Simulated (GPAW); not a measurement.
Ti3Ag:

```
CELL_PARAMETERS angstrom
4.09881 0.00000 0.00000
0.00000 4.09881 0.00000
0.00000 0.00000 4.09881
ATOMIC_POSITIONS crystal
Ag 0.00000 0.00000 0.00000
Ti 0.00000 0.50000 0.50000
Ti 0.50000 0.00000 0.50000
Ti 0.50000 0.50000 0.00000
```

The cell comes from a database or a generator and needn't be the stable form of this composition.

Base run:

| Property | Result |
| --- | --- |
| Program | GPAW 26.7.0 |
| Functional | LDA |
| Potentials or basis | the program's PAW data sets (release 1.2.1) made for this functional |
| Cutoff | 600 eV |
| Basis | pw |
| k mesh | 7 × 7 × 7 |
| Occupations | fermi-dirac, width 0.05 eV |
| Spin | no spin polarisation |

Its results: pressure -9.8 GPa.

Q: The run is repeated on the same cell with these changes: functional from LDA to PBEsol; potentials or basis from the program's PAW data sets (release 1.2.1) made for this functional to PAW data sets generated in the run's folder for this functional. What comes out?

A: Pressure -5.6 GPa.
